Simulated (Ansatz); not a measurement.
Runs of Ansatz 0.2.0 on Co2Pd. It takes space group P-3m1 (No. 164, trigonal). The conventional cell has a = 2.638 Å, b = 2.638 Å, c = 6.319 Å, α = 90.00°, β = 90.00°, γ = 120.00°. Around Pd (site symmetry -3m) lie 6 Pd at 2.64 Å and 6 Co at 2.68 Å. Co (site symmetry 3m) is surrounded by 9 Co at 2.43 to 2.64 Å and 3 Pd at 2.68 Å. The cell comes from a database or a generator and needn't be the stable form of this composition.

| spin | k mesh | gap on the mesh (eV) | pressure (GPa) | moment (μB) | largest force (eV/Å) |
| --- | --- | --- | --- | --- | --- |
| collinear, ferromagnetic start | 12 × 12 × 4 | none | -10.5 | 3.80 | 0.04 |
| non-collinear, random start | 8 × 8 × 3 | none | -10.4 | 3.80 | 0.03 |
| off | 12 × 12 × 4 | none | -17.3 | - | (a) |
| collinear, random start | 12 × 12 × 4 | none | -10.5 | 3.80 | 0.04 |

Alike in all rows: task single point; level PBEsol; potentials or basis Ansatz PAW; cell as given; cutoff (eV) 420; smearing fermi-dirac 0.05 eV.

Q: Fill in the values left out.

A: (a) 0.30.

Caveats: the PAW data sets come from PBE, with cores solved anew for the run's functional, which leaves a small shift of forces and pressure; the starting moments weren't kept (some runs).

A k mesh can miss the band edges, and the runs leave out spin-orbit coupling on Pd.

A gap of «none» marks a metal or a gap under the smearing width.
